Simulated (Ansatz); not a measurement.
**CH6Cl2OSi2: a ladder of functionals and wavefunction methods**

Aim: compute CH6Cl2OSi2 with functionals from several rungs and with coupled cluster, and see how far each lands from CCSD(T) at the basis-set limit for the atomisation energy.

Program: Ansatz 0.2.0, Gaussian basis. Level of theory: functionals in def2-TZVPP, the program's frozen cores in correlated methods. These are calculated values, not measurements.

The runs, in order: LDA (SPW92), PBE-D4, revPBE-D4, BLYP-D4, r2SCAN-D4, B97M-V, PBE0-D4, B3LYP-D4, r2SCANh-D4, r2SCAN0-D4, HSE06-D4, BHLYP-D4, CAM-B3LYP-D4, LC-ωPBE, ωB97X-V, ωB97M-V, B2PLYP, PBE-QIDH; CCSD(T)/def2-SVP; CCSD(T)/def2-TZVPP; MP2/def2-QZVPP; extrapolation to the limit.

2 further runs of the same task are left out: 2 set aside as unsound or not needed.

## (1) Structure used throughout

An earlier PBE0-D4 in a triple-zeta def2 set relaxation fixed the geometry.

SMILES `CO[Si]([SiH3])(Cl)Cl`, 12 atoms, charge 0, spin multiplicity 1.

Atoms are counted from 1 here; the program's logs count them from 0.

Bond lengths: C1–O2 1.416 Å, C1–H7 1.090 Å, C1–H8 1.093 Å, C1–H9 1.093 Å, O2–Si3 1.620 Å, Si3–Si4 2.327 Å, Si3–Cl5 2.058 Å, Si3–Cl6 2.058 Å, Si4–H10 1.485 Å, Si4–H11 1.485 Å, Si4–H12 1.485 Å. Angles: O2–C1–H7 107.7°, O2–C1–H8 110.8°, O2–C1–H9 110.8°, H7–C1–H8 109.1°, H7–C1–H9 109.1°, H8–C1–H9 109.2°, C1–O2–Si3 126.7°, O2–Si3–Si4 109.2°, O2–Si3–Cl5 109.8°, O2–Si3–Cl6 109.8°, Si4–Si3–Cl5 110.9°, Si4–Si3–Cl6 110.9°, Cl5–Si3–Cl6 106.3°, Si3–Si4–H10 108.3°, Si3–Si4–H11 109.3°, Si3–Si4–H12 109.3°, H10–Si4–H11 109.9°, H10–Si4–H12 109.9° and more.

## (2) LDA

This LDA is Slater exchange with PW92 correlation.

The input, in.yaml:

```yaml
crystal:
  periodic: [false, false, false]
  atoms:
    - {symbol: C, position_ang: [-1.477477, -1.510372, 0.928036]}
    - {symbol: O, position_ang: [-0.616720, -0.840231, 0.025365]}
    - {symbol: Si, position_ang: [0.243489, 0.499528, 0.322695]}
    - {symbol: Si, position_ang: [1.449828, 1.074723, -1.582829]}
    - {symbol: Cl, position_ang: [1.502263, 0.178249, 1.918668]}
    - {symbol: Cl, position_ang: [-1.017507, 2.026710, 0.881615]}
    - {symbol: H, position_ang: [-1.894953, -2.373255, 0.409585]}
    - {symbol: H, position_ang: [-0.926747, -1.853078, 1.808211]}
    - {symbol: H, position_ang: [-2.292491, -0.854958, 1.246844]}
    - {symbol: H, position_ang: [2.230158, 2.302485, -1.286697]}
    - {symbol: H, position_ang: [2.369537, -0.036466, -1.935731]}
    - {symbol: H, position_ang: [0.507819, 1.331563, -2.701661]}
basis:
  gaussian: {orbitals: def2-TZVPP}
hamiltonian: {xc: lda}
output: {orbitals: {seedname: orbitals}}
```

Command:

```bash
> ansatz run in.yaml --threads 2 --pin off --events-out ev --progress --plain --max-ram 32768MiB --backend cpu
```

After this run come: PBE-D4 (GGA); revPBE-D4 (GGA); BLYP-D4 (GGA); r2SCAN-D4 (meta-GGA); B97M-V (meta-GGA); B3LYP-D4 (hybrid); r2SCANh-D4 (hybrid); r2SCAN0-D4 (hybrid); HSE06-D4 (hybrid); BHLYP-D4 (hybrid); CAM-B3LYP-D4 (range-separated); LC-ωPBE (range-separated); ωB97X-V (range-separated); ωB97M-V (range-separated); B2PLYP (double hybrid); PBE-QIDH (double hybrid); CCSD(T) in def2-SVP; CCSD(T) in def2-TZVPP; MP2 in def2-QZVPP.

Before running them: what should the planned runs give, taken together? Wanted: atomisation energy, CCSD(T)/CBS; farthest beyond LDA; mean size of error, GGA; mean size of error, meta-GGA; mean size of error, hybrid; mean size of error, range-separated; mean size of error, double hybrid; gap, smallest and largest; T1 diagnostic.

**Answer**, as computed:

| quantity | value |
| --- | --- |
| atomisation energy, CCSD(T)/CBS | 43.146 eV |
| functionals within 0.216 eV (0.5 %) | r2SCAN-D4, B97M-V, r2SCANh-D4, CAM-B3LYP-D4, ωB97X-V, ωB97M-V |
| farthest beyond LDA | BHLYP-D4 (-1.201 eV) |
| mean size of error, GGA | 0.498 eV |
| mean size of error, meta-GGA | 0.138 eV |
| mean size of error, hybrid | 0.449 eV |
| mean size of error, range-separated | 0.232 eV |
| mean size of error, double hybrid | 0.612 eV |
| gap, smallest and largest | 6.08 eV (LDA (SPW92)), 13.08 eV (LC-ωPBE) |
| T1 diagnostic | 0.0112 |
| triples share of the correlation energy | 3.9 % |

What this shows: The LDA atomisation energy is off by 5.564 eV (13 %): it overbinds. PBE-D4 is off by +0.248 eV. Double hybrids carry the basis error of their MP2 part in triple zeta, and no dispersion term here, so their miss is partly the set-up's. Taken by rung, meta-GGA functionals do best (0.138 eV on average) and double hybrid ones worst beyond LDA (0.612 eV). The gap between the best rungs is small, so their order is not settled. The reference freezes the cores and leaves out relativity and excitations past (T), so misses under about 0.216 eV can't be ranked. Hartree-Fock recovers 74 % of the binding; the rest is correlation. CCSD(T) in def2-SVP is off by -3.197 eV, so the small basis spoils what the method gains. Orbital gaps span 6.1 to 13.1 eV; exact exchange widens them.
